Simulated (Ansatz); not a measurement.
# CH3ClMgS: basis-set convergence

Aim: see how fast density functionals converge with the basis set for CH3ClMgS.

Computed with Ansatz 0.2.0, Gaussian basis. Level: one geometry, several basis sets.

The runs, in order: PBE0-D4/def2-SVP; ωB97M-V/def2-SVP; PBE0-D4/def2-QZVPP; ωB97M-V/def2-QZVPP; the functionals' def2-TZVPP values are taken from earlier runs.

**1. The relaxed structure**

An earlier PBE0-D4 in a triple-zeta def2 set relaxation fixed the geometry.

7 atoms, charge 0, spin multiplicity 1.

Atoms are counted from 1 here; the program's logs count them from 0.

Bond lengths: C1–S2 1.828 Å, C1–H5 1.090 Å, C1–H6 1.090 Å, C1–H7 1.090 Å, S2–Mg3 2.275 Å, Mg3–Cl4 2.181 Å. Angles: S2–C1–H5 112.0°, S2–C1–H6 106.7°, S2–C1–H7 112.0°, H5–C1–H6 108.2°, H5–C1–H7 109.7°, H6–C1–H7 108.2°, C1–S2–Mg3 103.4°, S2–Mg3–Cl4 179.5°.

**2. PBE0-D4 in def2-SVP**

Input file in.yaml:

```yaml
crystal:
  periodic: [false, false, false]
  atoms:
    - {symbol: C, position_ang: [-0.435328, 1.155438, -0.091971]}
    - {symbol: S, position_ang: [0.620326, 0.326386, 1.148831]}
    - {symbol: Mg, position_ang: [0.822532, -1.790114, 0.339709]}
    - {symbol: Cl, position_ang: [1.006461, -3.814741, -0.449246]}
    - {symbol: H, position_ang: [-1.418742, 0.692172, -0.165209]}
    - {symbol: H, position_ang: [-0.568075, 2.182618, 0.247050]}
    - {symbol: H, position_ang: [0.033927, 1.180140, -1.074963]}
basis:
  gaussian: {orbitals: def2-SVP}
hamiltonian: {xc: pbe0, dispersion: d4}
output: {orbitals: {seedname: orbitals}}
```

The runs that follow: ωB97M-V in def2-SVP; PBE0-D4 in def2-QZVPP; ωB97M-V in def2-QZVPP.

**Question.** What will the summary of the whole plan be? Wanted: PBE0-D4: double and triple zeta above quadruple; ωB97M-V: double and triple zeta above quadruple.

The runs gave:

```
                                       quantity           value
PBE0-D4: double and triple zeta above quadruple  12.20, 1.03 eV
ωB97M-V: double and triple zeta above quadruple  12.11, 0.98 eV
```

PBE0-D4 gains 11.17 eV from double to triple zeta, then 1.03 eV more. These are total energies; as a rule much of such shifts cancels in differences, which this series doesn't test.
